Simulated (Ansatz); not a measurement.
**SiBH₃SeS: geometry optimisation**

The task: find the minimum of SiBH₃SeS nearest to the start.

Computed with Ansatz 0.2.0. Level: RKS PBE-D4/def2-SVPD.

## (1) The system as given

SMILES `[SeH][SiH]1BS1`, 7 atoms, charge 0, spin multiplicity 1.

Atoms are counted from 1 here; the program's logs count them from 0.

Bond lengths: Se1–Si2 2.289 Å, Se1–H5 1.487 Å, Si2–B3 1.945 Å, Si2–S4 2.236 Å, Si2–H6 1.497 Å, B3–S4 1.781 Å, B3–H7 1.203 Å. Angles: Si2–Se1–H5 93.0°, Se1–Si2–B3 122.8°, Se1–Si2–S4 117.5°, Se1–Si2–H6 110.9°, B3–Si2–S4 49.8°, B3–Si2–H6 125.9°, S4–Si2–H6 111.0°, Si2–B3–S4 73.6°, Si2–B3–H7 153.1°, S4–B3–H7 133.3°, Si2–S4–B3 56.6°.

Geometry (Å):

```tsv
atom	x (Å)	y (Å)	z (Å)
Se1	-1.4380	1.3430	-1.0921
Si2	0.3155	0.2881	-0.0665
B3	0.0844	-0.9061	1.4516
S4	0.2719	-1.9458	0.0181
H5	-0.6946	1.5082	-2.3697
H6	1.6235	0.7793	-0.6047
H7	-0.1014	-1.1347	2.6177
```

## (2) Relaxation

input.yaml reads:

```yaml
crystal:
  periodic: [false, false, false]
  atoms:
    - { symbol: Se, position_ang: [-1.437982, 1.342972, -1.092112] }
    - { symbol: Si, position_ang: [0.315477, 0.288052, -0.066533] }
    - { symbol: B, position_ang: [0.084434, -0.906111, 1.451573] }
    - { symbol: S, position_ang: [0.27188, -1.945843, 0.018105] }
    - { symbol: H, position_ang: [-0.694563, 1.508171, -2.369674] }
    - { symbol: H, position_ang: [1.623479, 0.779344, -0.604714] }
    - { symbol: H, position_ang: [-0.101425, -1.134685, 2.617654] }
basis:
  gaussian: { orbitals: def2-SVPD }
hamiltonian:
  xc: pbe
  dispersion: d4
output:
  forces: true
relax:
  f_tol: 0.003
  max_steps: 120
```

The run is started by

```
$ ansatz run input.yaml --threads 1 --pin off --max-ram 2560MiB --backend cpu --events-out ev --progress --plain --runs-dir out
```

**Question.** What will these runs give? Wanted: energy gained; root mean square move; dipole moment.

**Answer**, as computed:

```
             quantity      value
        energy gained  0.0000 eV
root mean square move    0.002 Å
        dipole moment     1.08 D
```

Bond lengths: Se1–Si2 2.288 Å, Se1–H5 1.487 Å, Si2–B3 1.945 Å, Si2–S4 2.236 Å, Si2–H6 1.497 Å, B3–S4 1.781 Å, B3–H7 1.203 Å. Angles: Si2–Se1–H5 93.0°, Se1–Si2–B3 122.8°, Se1–Si2–S4 117.6°, Se1–Si2–H6 110.8°, B3–Si2–S4 49.8°, B3–Si2–H6 125.9°, S4–Si2–H6 111.1°, Si2–B3–S4 73.6°, Si2–B3–H7 153.0°, S4–B3–H7 133.3°, Si2–S4–B3 56.6°. No frequencies were computed here.
